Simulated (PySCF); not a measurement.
**The bond of LiZn, level by level**

An exercise on one series of results from a longer session: the logs are not shown, and one member is left open.

Computed with PySCF 2.14.0. Level: Li jorge-DZP-DKH, Zn jorge-DZP-DKH, spin-free X2C with a Gaussian nucleus.

Set-up of the first run:

A driver script around PySCF takes these settings:

```json
{
  "atoms": "Li, Zn",
  "charge": "0",
  "basis": "Li jorge-DZP-DKH, Zn jorge-DZP-DKH",
  "Hamiltonian": "spin-free X2C with a Gaussian nucleus",
  "basis functions": "58",
  "electrons treated": "33",
  "masses in u": "7.0160, 63.9291",
  "levels": "PBE0, PBE, r²SCAN, M06-2X, BP86, LDA, LC-ωPBE, HF, MP2, SCS-MP2, CCSD, CCSD(T)",
  "grid": "80 radial by 434 angular points",
  "occupations": "held fixed by the projection of orbital angular momentum",
  "dissociation limit": "Li + Zn, each in its ground configuration",
  "starting distance in angstrom": "2.475",
  "values of 2S to try": "1, 3"
}
```

On the command line:

```bash
$ OMP_NUM_THREADS=1 python dia.py task.json out
```

Steps of the session up to this table: Input; PBE0 along the bond; Higher solutions at PBE0; PBE; r²SCAN; M06-2X (hybrid meta-GGA); BP86 (GGA); LDA; LC-ωPBE (range-separated hybrid); UHF; Adding correlation.

One of the session's tables, all rows but one given; the rest of the session is left out.

Energy (eV) from each level's lowest point:

| R (Å) | UHF | UHF-MP2 | UHF-SCS-MP2 | UHF-CCSD | UHF-CCSD(T) |
| --- | --- | --- | --- | --- | --- |
| 2.370 | 0.329 | 0.156 | 0.177 | n/a | n/a |
| 2.480 | 0.210 | 0.078 | 0.094 | 0.084 | 0.075 |
| 2.591 | 0.129 | 0.032 | 0.043 | 0.035 | 0.029 |
| 2.673 | 0.087 | 0.013 | 0.020 | 0.014 | 0.010 |
| 2.756 | 0.056 | 0.003 | 0.007 | 0.003 | 0.001 |
| 2.839 | ? | ? | ? | ? | ? |
| 2.949 | 0.016 | 0.003 | 0.000 | 0.004 | 0.006 |
| 3.087 | 0.004 | 0.014 | 0.007 | 0.017 | 0.022 |
| 3.252 | 0.000 | 0.032 | 0.019 | 0.038 | 0.046 |
| 3.473 | 0.001 | 0.056 | 0.038 | n/a | n/a |

**Question.** Estimate the row for R (Å) = 2.839.

Worked estimate for «UHF». A straight line through the neighbours (2.756, 0.056) and (2.949, 0.016) gives 0.056 + (0.016 − 0.056) × (2.839 − 2.756) / (2.949 − 2.756) = 0.039; a parabola fitted to 4 rows on both sides gives 0.035.

The run gave: UHF: 0.034; UHF-MP2: 0.000; UHF-SCS-MP2: 0.001; UHF-CCSD: 0.000; UHF-CCSD(T): 0.000. In «UHF» the line misses by +0.005 and the parabola by +0.001.

To keep in mind: The bond is weak, and basis-set superposition, which was not computed, may be a sizeable part of it.
